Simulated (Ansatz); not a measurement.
Runs of Ansatz 0.2.0 on NbSi. The structure is cubic, space group Pm-3m (No. 221). The conventional cell has a = 3.156 Å, b = 3.156 Å, c = 3.156 Å, α = 90.00°, β = 90.00°, γ = 90.00°. Nb (site symmetry m-3m) has 8 Si at 2.73 Å as nearest neighbours. Si (site symmetry m-3m) has 8 Nb at 2.73 Å as nearest neighbours. The cell was built by a generator and needn't be a form met in nature.

| task | level | cell | k mesh | cutoff (eV) | share of exact exchange | target pressure (GPa) | mesh quality | gap on the mesh (eV) | pressure (GPa) |
| --- | --- | --- | --- | --- | --- | --- | --- | --- | --- |
| single point | PBE0 | as given | 5 × 5 × 5 | 420 | 0.25 | - | coarse | none | -5.0 |
| relaxation of cell and atoms | r2SCAN | relaxed to 5 GPa | 8 × 8 × 8 | 500 | - | 5 | not flagged | none | 5.0 |
| single point | PBE0 form with a typed share of exact exchange | as given | 5 × 5 × 5 | 420 | 0.5 | - | coarse | none | (a) |
| relaxation of cell and atoms | r2SCAN | relaxed to 10 GPa | 8 × 8 × 8 | 500 | - | 10 | not flagged | none | 10.0 |
| relaxation of cell and atoms | r2SCAN | relaxed | 8 × 8 × 8 | 500 | - | 0 | not flagged | none | 0.0 |

Alike in all rows: potentials or basis Ansatz PAW; no spin polarisation; smearing fermi-dirac 0.05 eV.

Fill in the values left out.

(a) -8.6.

Caveats: some runs use coarse meshes; the PAW data sets come from PBE, with cores solved anew for the run's functional, which leaves a small shift of forces and pressure; the plane-wave basis is chosen anew once the cell has moved, so the energies of steps on either side of that aren't comparable (some runs); the thresholds are loose for stress (some runs).

A k mesh can miss the band edges, and the runs leave out spin-orbit coupling on Nb.

A gap of «none» marks a metal or a gap under the smearing width.
